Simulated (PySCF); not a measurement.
# 1,2-Dihydro-1,2-Azaborine (C4H6BN): NMR shifts, electronic excitations and K edges in gas and solvents

Aim: compute the NMR shifts, electronic excitations and K edges of 1,2-Dihydro-1,2-Azaborine (C4H6BN) (`B1C=CC=CN1`), and see what a dielectric continuum does where one was used.

Programs: PySCF 2.14.0, with density-fitted response routines of our own. Each step states its level of theory. These are calculated values for one molecule, in the gas phase or a continuum, unless marked as measured. Atoms are numbered from 0 throughout.

### 1 The starting structure

12 atoms, charge 0, multiplicity 1; geometry from: GFN2-xTB.

Bonds of the start (Å): B0–C1 1.51, C1–C2 1.36, C2–C3 1.41, C3–C4 1.36, C4–N5 1.35, N5–B0 1.42, B0–H6 1.17, C1–H7 1.08, C2–H8 1.08, C3–H9 1.08, C4–H10 1.08, N5–H11 1.01.

### 2 Relaxing the molecule at PBE0-D3(BJ)/def2-SVP

Job settings and geometry (Å):

```
{"job": {"xc": "PBE0", "basis": "def2-SVP", "d3": "d3bj", "grid": 1, "kind": "geom"}, "charge": 0, "multiplicity": 1}
B      1.268921     0.729439     0.004026
C     -0.072734     1.432213     0.033995
C     -1.217220     0.691477     0.026410
C     -1.170588    -0.720109    -0.009774
C      0.024174    -1.367726    -0.036363
N      1.192562    -0.683852    -0.029966
H      2.324224     1.239221     0.006443
H     -0.173018     2.510345     0.062450
H     -2.193615     1.160920     0.047532
H     -2.086611    -1.290109    -0.015777
H      0.077853    -2.448988    -0.063898
H      2.027250    -1.253516    -0.051107
```

Launch:

```bash
> OMP_NUM_THREADS=1 python probes_run.py task.json out
```

One launch serves the whole session: the jobs run in the order shown.

Standard output:

```text
step   0  E = -235.22955609  max force = 0.016456
step   1  E = -235.23119080  max force = 0.002098
step   2  E = -235.23119716  max force = 0.000783
step   3  E = -235.23119839  max force = 0.001057
step   4  E = -235.23120134  max force = 0.000136
optimisation converged
```

Wall time 54 s (1 thread, shared host).

Step by step:

| step | energy from step 0 (eV) | largest force component (eV/Å) |
| --- | --- | --- |
| 0 | 0.0000 | 0.8462 |
| 1 | -0.0445 | 0.1079 |
| 2 | -0.0447 | 0.0403 |
| 3 | -0.0447 | 0.0544 |
| 4 | -0.0448 | 0.0070 |

Close pairs (by a distance rule), those that changed most:

| bond | before (Å) | after (Å) | change (Å) |
| --- | --- | --- | --- |
| B0–H6 | 1.172 | 1.208 | +0.036 |
| B0–N5 | 1.416 | 1.435 | +0.019 |
| C1–C2 | 1.363 | 1.376 | +0.013 |
| C2–H8 | 1.084 | 1.096 | +0.013 |
| C3–H9 | 1.079 | 1.091 | +0.012 |
| C1–H7 | 1.083 | 1.094 | +0.011 |
| C4–H10 | 1.083 | 1.093 | +0.010 |
| C3–C4 | 1.359 | 1.368 | +0.009 |

The end geometry stands in the next job.

| at the end point | value |
| --- | --- |
| point group (found at 0.08 Å tolerance) | Cs |
| rotational constants (GHz, main isotopes) | 5.675, 5.363, 2.757 |
| dipole moment (D) | 2.23 |

### 3 Shielding tensors: PBE0/pcSseg-1 in dimethylsulfoxide

Job settings and geometry (Å):

```
{"job": {"kind": "nmr", "xc": "PBE0", "basis": "pcSseg-1", "solvent": "dimethylsulfoxide", "pop": true}, "charge": 0, "multiplicity": 1}
B      1.202914     0.717421    -0.025481
C     -0.136790     1.423875     0.005767
C     -1.284443     0.664287    -0.002350
C     -1.244958    -0.755807    -0.038832
C     -0.041667    -1.407001    -0.067321
N      1.126226    -0.714719    -0.061236
H      2.299458     1.224746    -0.023350
H     -0.238696     2.512712     0.034409
H     -2.270863     1.142400     0.019432
H     -2.166654    -1.339450    -0.044594
H      0.021834    -2.497824    -0.095648
H      1.971724    -1.272479    -0.083659
```

Level: GIAO PBE0/pcSseg-1 NMR shielding, non-relativistic, IEF-PCM dimethylsulfoxide.

Standard output:

```text
coarse grid: 10216 points
cycle   1  E = -235.2942385766  dE =  8.636e-01  |g| = 3.795e-01  |ddm| = 3.142e+00
cycle   2  E = -235.2809453212  dE =  1.329e-02  |g| = 4.487e-01  |ddm| = 7.436e-01
cycle   3  E = -235.3356570283  dE = -5.471e-02  |g| = 7.255e-02  |ddm| = 4.223e-01
cycle   4  E = -235.3368922477  dE = -1.235e-03  |g| = 2.676e-02  |ddm| = 7.276e-02
cycle   5  E = -235.3370592169  dE = -1.670e-04  |g| = 7.840e-03  |ddm| = 2.305e-02
cycle   6  E = -235.3370718909  dE = -1.267e-05  |g| = 2.438e-03  |ddm| = 5.814e-03
cycle   7  E = -235.3370730353  dE = -1.144e-06  |g| = 5.183e-04  |ddm| = 1.725e-03
final grid: 99264 points
cycle   8  E = -235.3680609305  dE = -2.559e-05  |g| = 7.090e-03  |ddm| = 2.740e-02
cycle   9  E = -235.3680571589  dE =  3.772e-06  |g| = 8.409e-03  |ddm| = 1.143e-02
cycle  10  E = -235.3680736330  dE = -1.647e-05  |g| = 9.205e-04  |ddm| = 5.874e-03
cycle  11  E = -235.3680738210  dE = -1.879e-07  |g| = 2.742e-04  |ddm| = 7.693e-04
cycle  12  E = -235.3680738372  dE = -1.621e-08  |g| = 6.793e-05  |ddm| = 2.262e-04
cycle  13  E = -235.3680738383  dE = -1.110e-09  |g| = 2.765e-05  |ddm| = 7.201e-05
cycle  14  E = -235.3680738385  dE = -1.918e-10  |g| = 7.758e-06  |ddm| = 2.626e-05
converged SCF energy = -235.3680738385

GIAO shielding tensors (ppm)
atom      isotropic    diamagn.    paramagn.     s11        s22        s33       span
  0 B       73.042     194.907    -121.865     27.667     62.970    128.488    100.821
  1 C       48.824     257.698    -208.874    -81.487     39.403    188.556    270.043
  2 C       32.632     253.431    -220.799    -91.605     14.993    174.508    266.113
  3 C       67.639     256.071    -188.432    -37.849     70.562    170.203    208.052
  4 C       41.308     250.817    -209.509    -58.734     29.297    153.360    212.093
  5 N       73.655     322.391    -248.736    -86.410     74.340    233.035    319.445
  6 H       26.013      29.927      -3.914     23.877     26.583     27.578      3.702
  7 H       23.959      30.556      -6.597     22.040     22.686     27.151      5.111
  8 H       23.205      29.956      -6.751     20.342     22.729     26.543      6.201
  9 H       24.489      30.461      -5.972     21.644     25.018     26.805      5.161
 10 H       23.501      28.760      -5.259     19.556     24.627     26.320      6.764
 11 H       22.420      29.323      -6.903     16.815     24.353     26.092      9.276
```

Run time: 34 s. Hardware: 1 thread, shared host.

The references, computed at this level on geometries of the same kind, shield at (ppm): 1H TMS 31.24, 13C TMS 185.5, 15N NH3 268.5, 11B BF3·OEt2 101.4. Their shielding less the atom's gives the shift. The references are single molecules in the same continuum, so shifts against H2O, NH3, PH3, H3PO4 or CFCl3 are not on the usual liquid scales and can be off by tens of ppm.

| atoms | environment | σ (ppm) | δ (ppm) |
| --- | --- | --- | --- |
| C2 | alkene CH | 32.6 | 152.8 |
| C4 | alkene carbon bearing nitrogen | 41.3 | 144.2 |
| C1 | alkene CH | 48.8 | 136.7 |
| C3 | β carbon of an enol-ether or enamine type C=C | 67.6 | 117.8 |
| H11 | hydrogen on an enamine nitrogen | 22.42 | 8.82 |
| H8 | hydrogen on an alkene CH | 23.20 | 8.03 |
| H10 | hydrogen on an alkene carbon bearing nitrogen | 23.50 | 7.74 |
| H7 | hydrogen on an alkene CH | 23.96 | 7.28 |
| H9 | hydrogen on a β carbon of an enol-ether or enamine type C=C | 24.49 | 6.75 |
| H6 | hydrogen on a boron bonded to C, N, in a 6-membered ring | 26.01 | 5.23 |
| B0 | boron bonded to C, N, H, in a 6-membered ring | 73.0 | 28.3 |
| N5 | enamine nitrogen | 73.7 | 194.9 |

The run also stored atomic charges by several schemes (e):

| atoms | Mulliken | IAO | Hirshfeld | ESP fit |
| --- | --- | --- | --- | --- |
| B0 | 0.32 | 0.01 | 0.06 | 0.20 |
| C1 | -0.38 | -0.31 | -0.16 | -0.43 |
| C2 | -0.10 | -0.11 | -0.04 | 0.04 |
| C3 | -0.22 | -0.23 | -0.08 | -0.34 |
| C4 | 0.12 | -0.02 | 0.03 | 0.02 |
| N5 | -0.42 | -0.28 | -0.11 | -0.30 |

Mayer bond orders: B0–C1 1.15, C1–C2 1.63, C2–C3 1.29, C3–C4 1.58, C4–N5 1.24, N5–B0 1.15.

Ring of atoms B0, C1, C2, C3, C4, N5: NICS(0) -5.5, NICS(1) -8.0, NICS(1)zz -21.4 ppm (means of both faces).

### 4 NMR shieldings: PBE0/pcSseg-1 in methanol

The job, as its differences from that of step 3:

```diff
@@ -1,2 +1,2 @@
-{"job": {"kind": "nmr", "xc": "PBE0", "basis": "pcSseg-1", "solvent": "dimethylsulfoxide", "pop": true}, "charge": 0, "multiplicity": 1}
+{"job": {"kind": "nmr", "xc": "PBE0", "basis": "pcSseg-1", "solvent": "methanol", "pop": false}, "charge": 0, "multiplicity": 1}
 B      1.202914     0.717421    -0.025481
```

With the program's defaults for keys left out, this is: GIAO PBE0/pcSseg-1 NMR shielding, non-relativistic, IEF-PCM methanol.

Standard output:

```text
coarse grid: 10216 points
cycle   1  E = -235.2940188714  dE =  8.638e-01  |g| = 3.798e-01  |ddm| = 3.142e+00
cycle   2  E = -235.2805137637  dE =  1.351e-02  |g| = 4.498e-01  |ddm| = 7.457e-01
cycle   3  E = -235.3355165475  dE = -5.500e-02  |g| = 7.284e-02  |ddm| = 4.239e-01
cycle   4  E = -235.3367624606  dE = -1.246e-03  |g| = 2.686e-02  |ddm| = 7.309e-02
cycle   5  E = -235.3369305986  dE = -1.681e-04  |g| = 7.868e-03  |ddm| = 2.315e-02
cycle   6  E = -235.3369433584  dE = -1.276e-05  |g| = 2.448e-03  |ddm| = 5.833e-03
cycle   7  E = -235.3369445122  dE = -1.154e-06  |g| = 5.213e-04  |ddm| = 1.735e-03
final grid: 99264 points
cycle   8  E = -235.3679332620  dE = -2.557e-05  |g| = 7.095e-03  |ddm| = 2.740e-02
cycle   9  E = -235.3679294571  dE =  3.805e-06  |g| = 8.421e-03  |ddm| = 1.145e-02
cycle  10  E = -235.3679459840  dE = -1.653e-05  |g| = 9.206e-04  |ddm| = 5.889e-03
cycle  11  E = -235.3679461721  dE = -1.881e-07  |g| = 2.747e-04  |ddm| = 7.712e-04
cycle  12  E = -235.3679461883  dE = -1.628e-08  |g| = 6.808e-05  |ddm| = 2.268e-04
cycle  13  E = -235.3679461894  dE = -1.114e-09  |g| = 2.772e-05  |ddm| = 7.216e-05
cycle  14  E = -235.3679461896  dE = -1.930e-10  |g| = 7.775e-06  |ddm| = 2.632e-05
converged SCF energy = -235.3679461896

GIAO shielding tensors (ppm)
atom      isotropic    diamagn.    paramagn.     s11        s22        s33       span
  0 B       73.032     194.909    -121.877     27.672     62.942    128.481    100.808
  1 C       48.761     257.686    -208.925    -81.565     39.306    188.541    270.105
  2 C       32.649     253.430    -220.781    -91.592     15.061    174.477    266.069
  3 C       67.635     256.069    -188.434    -37.856     70.586    170.175    208.030
  4 C       41.382     250.830    -209.448    -58.650     29.477    153.321    211.971
  5 N       73.773     322.388    -248.614    -86.177     74.580    232.917    319.094
  6 H       26.011      29.922      -3.910     23.873     26.582     27.578      3.704
  7 H       23.958      30.553      -6.595     22.035     22.686     27.153      5.117
  8 H       23.208      29.957      -6.748     20.346     22.733     26.546      6.200
  9 H       24.494      30.463      -5.969     21.650     25.020     26.810      5.160
 10 H       23.510      28.768      -5.258     19.567     24.634     26.329      6.762
 11 H       22.435      29.338      -6.903     16.832     24.367     26.107      9.275
```

It took 28 s on 1 thread, shared host.

Key values: δ C2 152.8, C4 144.1, C1 136.7, C3 117.8, H11 8.80, H8 8.03 ppm.

### 5 Ultraviolet spectrum: CAM-B3LYP/def2-SVPD

The job, as its differences from that of step 4:

```diff
@@ -1,2 +1,2 @@
-{"job": {"kind": "nmr", "xc": "PBE0", "basis": "pcSseg-1", "solvent": "methanol", "pop": false}, "charge": 0, "multiplicity": 1}
+{"job": {"kind": "uv", "xc": "CAM-B3LYP", "basis": "def2-SVPD", "dynamic": true, "nstates": 6, "ntriplets": 0}, "charge": 0, "multiplicity": 1}
 B      1.202914     0.717421    -0.025481
```

Level: TDDFT CAM-B3LYP/def2-SVPD, vertical, gas phase, core orbitals frozen in the response.

Standard output:

```text
coarse grid: 10216 points
cycle   1  E = -235.2973107921  dE =  1.007e+00  |g| = 3.663e-01  |ddm| = 7.752e+00
cycle   2  E = -235.3036520697  dE = -6.341e-03  |g| = 3.671e-01  |ddm| = 1.788e+00
cycle   3  E = -235.3392081601  dE = -3.556e-02  |g| = 4.930e-02  |ddm| = 7.492e-01
cycle   4  E = -235.3397445494  dE = -5.364e-04  |g| = 2.969e-02  |ddm| = 1.459e-01
cycle   5  E = -235.3399669659  dE = -2.224e-04  |g| = 4.826e-03  |ddm| = 6.979e-02
cycle   6  E = -235.3399735567  dE = -6.591e-06  |g| = 2.412e-03  |ddm| = 1.383e-02
final grid: 99264 points
cycle   7  E = -235.3836304172  dE = -2.645e-05  |g| = 5.594e-03  |ddm| = 1.131e-01
cycle   8  E = -235.3836272648  dE =  3.152e-06  |g| = 7.103e-03  |ddm| = 1.861e-02
cycle   9  E = -235.3836376763  dE = -1.041e-05  |g| = 4.998e-04  |ddm| = 8.160e-03
cycle  10  E = -235.3836377539  dE = -7.765e-08  |g| = 2.580e-04  |ddm| = 1.512e-03
cycle  11  E = -235.3836377824  dE = -2.847e-08  |g| = 7.475e-05  |ddm| = 8.153e-04
cycle  12  E = -235.3836377855  dE = -3.165e-09  |g| = 3.474e-05  |ddm| = 2.481e-04
cycle  13  E = -235.3836377863  dE = -7.286e-10  |g| = 9.453e-06  |ddm| = 1.270e-04
converged SCF energy = -235.3836377863

Static polarisability (au): isotropic 68.148, principal 43.136 77.977 83.332

Singlet excitations
state   eV       nm        f      main configurations
  1   5.1229    242.0   0.17027   H->L 0.92
  2   5.9791    207.4   0.00057   H->L+1 0.95
  3   6.1537    201.5   0.08033   H->L+2 0.77, H-1->L 0.19
  4   6.6190    187.3   0.00181   H-2->L 0.95
  5   6.9823    177.6   0.00008   H->L+4 0.51, H->L+3 0.44
  6   7.0820    175.1   0.05079   H->L+3 0.48, H->L+4 0.41
```

Wall time 56 s (1 thread, shared host).

Frontier orbitals and where they lie:

| orbital | eV | atoms |
| --- | --- | --- |
| HOMO−3 | -11.01 | B0 19 %, C1 16 %, H6 14 % |
| HOMO−2 | -10.31 | B0 26 %, C1 23 %, C2 13 % |
| HOMO−1 | -9.60 | C2 30 %, N5 22 %, C1 17 % |
| HOMO | -7.74 | C1 22 %, C3 21 %, C4 19 % |
| LUMO | 0.29 | C2 21 %, C1 20 %, C4 16 % |
| LUMO+1 | 1.03 | B0 36 %, H11 19 %, C4 14 % |
| LUMO+2 | 1.39 | B0 27 %, C3 18 %, C4 13 % |

With each of the 6 states as a Gaussian band of 0.4 eV half-width at 1/e, the curve within the window shown has maxima at 242 nm (ε 6,900), 201 nm (ε 3,300), 175 nm (ε 2,100) L/(mol cm). Beyond the last state computed it falls off for lack of states. The curve at chosen wavelengths:

nm, ε (L/mol/cm) and a bar:
```
      168       1175 ##
      172       1869 ######
      176       2089 #######
      181       1686 #####
      185       1405 ###
      189       1604 ####
      193       2254 #######
      198       3098 ############
      202       3304 #############
      206       2986 ###########
      210       2388 ########
      215       1813 #####
      219       1850 #####
      223       2448 ########
      227       3516 ##############
      232       5119 ######################
      236       6208 ###########################
      240       6819 ##############################
      244       6826 ##############################
      249       6071 ##########################
      253       5074 #####################
      257       3961 ################
      261       2907 ###########
      266       1826 #####
      270       1190 ##
      274        742
```

Further results of this job:

| property | computed |
| --- | --- |
| dipole moment (D) | 2.09 |
| polarisability (Å³) | 10.10 |
| HOMO–LUMO gap (eV) | 8.03 |
| −ε(HOMO) (eV) | 7.74 |
| C6 with itself (au) | 1698 |

[end of part 1 of 2]
